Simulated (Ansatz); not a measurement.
# GeRh: the cost of one run

All numbers are computed with Ansatz 0.2.0 through its Python package. The levels of theory stand in the script.

### Step 1. The system

It takes space group P2_13 (No. 198, cubic). The conventional cell has a = 4.908 Å, b = 4.908 Å, c = 4.908 Å, α = 90.00°, β = 90.00°, γ = 90.00°. Ge (site symmetry 3) is surrounded by 4 Rh at 2.42 to 2.47 Å. Around Rh (site symmetry 3) lie 4 Ge at 2.42 to 2.47 Å.

No structure file is read: the coordinates are typed or built in the script.

### Step 2. The script

File gerh.py:

```python
'''How the lattice of GeRh depends on the functional.'''

import warnings

import ansatz as az
import numpy as np
from pymatgen.core import Lattice, Structure
from pymatgen.io.ase import AseAtomsAdaptor

SETTINGS = {
    'mesh': (5, 5, 5),
    'width_ev': 0.15,
    'fmax': 0.02,
}

def edges_and_angles(cell):
    cell = np.asarray(cell)
    a, b, c = np.linalg.norm(cell, axis=1)
    cosines = cell[1] @ cell[2] / (b * c), cell[0] @ cell[2] / (a * c), cell[0] @ cell[1] / (a * b)
    return (a, b, c, *np.degrees(np.arccos(cosines)))


def main() -> None:
    warnings.simplefilter('ignore', az.DeckWarning)

    pmg_structure = Structure(
        Lattice([[4.908389, 0.0, 0.0], [0.0, 4.908389, 0.0], [0.0, 0.0, 4.908389]]),
        ['Ge', 'Ge', 'Ge', 'Ge', 'Rh', 'Rh', 'Rh', 'Rh'],
        [
            [0.166282, 0.333718, 0.666282],
            [0.333718, 0.666282, 0.166282],
            [0.666282, 0.166282, 0.333718],
            [0.833718, 0.833718, 0.833718],
            [0.882209, 0.617791, 0.382209],
            [0.617791, 0.382209, 0.882209],
            [0.382209, 0.882209, 0.617791],
            [0.117791, 0.117791, 0.117791],
        ],
    )
    structure = az.Crystal.from_ase(AseAtomsAdaptor.get_atoms(pmg_structure))

    calculation = (
        structure.calculation()
        .kpoints(*SETTINGS['mesh'])
        .occupations(az.OccupationsMethod.COLD, width=SETTINGS['width_ev'])
        .relax(cell=True, force_tolerance=SETTINGS['fmax'])
    )

    levels = [('blyp', 'd3bj'), ('lda', 'none'), ('pbesol', 'none')]
    print('level            a       b       c    alpha   beta  gamma  V/atom  steps')
    for name, dispersion in levels:
        seen = []
        run = calculation.functional(name, dispersion=dispersion).session().plan()
        done = run.execute(on_event=lambda e: seen.append(e) if e['event'] == 'relax_step' else None)
        cell = done.lattice.cell_ang
        label = name if dispersion == 'none' else f'{name}+{dispersion}'
        print('{:13s} {:7.4f} {:7.4f} {:7.4f} {:6.2f} {:6.2f} {:6.2f}'.format(label, *edges_and_angles(cell)), f'{abs(np.linalg.det(cell)) / len(done.lattice.sites):7.3f} {len(seen):5d}')


if __name__ == '__main__':
    main()
```

### Step 3. What the engine is handed

The package turns the script's settings into the engine's input (first run):

```yaml
crystal:
  lattice:
    - [4.908389, 0.0, 0.0]
    - [0.0, 4.908389, 0.0]
    - [0.0, 0.0, 4.908389]
  atoms:
    - { symbol: Ge, position: [0.166282, 0.333718, 0.666282] }
    - { symbol: Ge, position: [0.333718, 0.666282, 0.166282] }
    - { symbol: Ge, position: [0.666282, 0.166282, 0.333718] }
    - { symbol: Ge, position: [0.833718, 0.833718, 0.833718] }
    - { symbol: Rh, position: [0.882209, 0.617791, 0.382209] }
    - { symbol: Rh, position: [0.617791, 0.382209, 0.882209] }
    - { symbol: Rh, position: [0.382209, 0.882209, 0.617791] }
    - { symbol: Rh, position: [0.11779099999999999, 0.11779099999999999, 0.11779099999999999] }
kpoints:
  mp_grid:
    grid: [5, 5, 5]
hamiltonian:
  xc: blyp
  dispersion: d3bj
scf:
  occupations:
    method: cold
    width: 0.15
relax:
  f_tol: 0.02
  cell: {}
```

### Step 4. The run

On the command line:

```console
> python gerh.py
```

What time and memory should one allow on 1 thread of Arm Neoverse V2, shared host?

About 2.2 min, with a peak of 0.55 GiB.
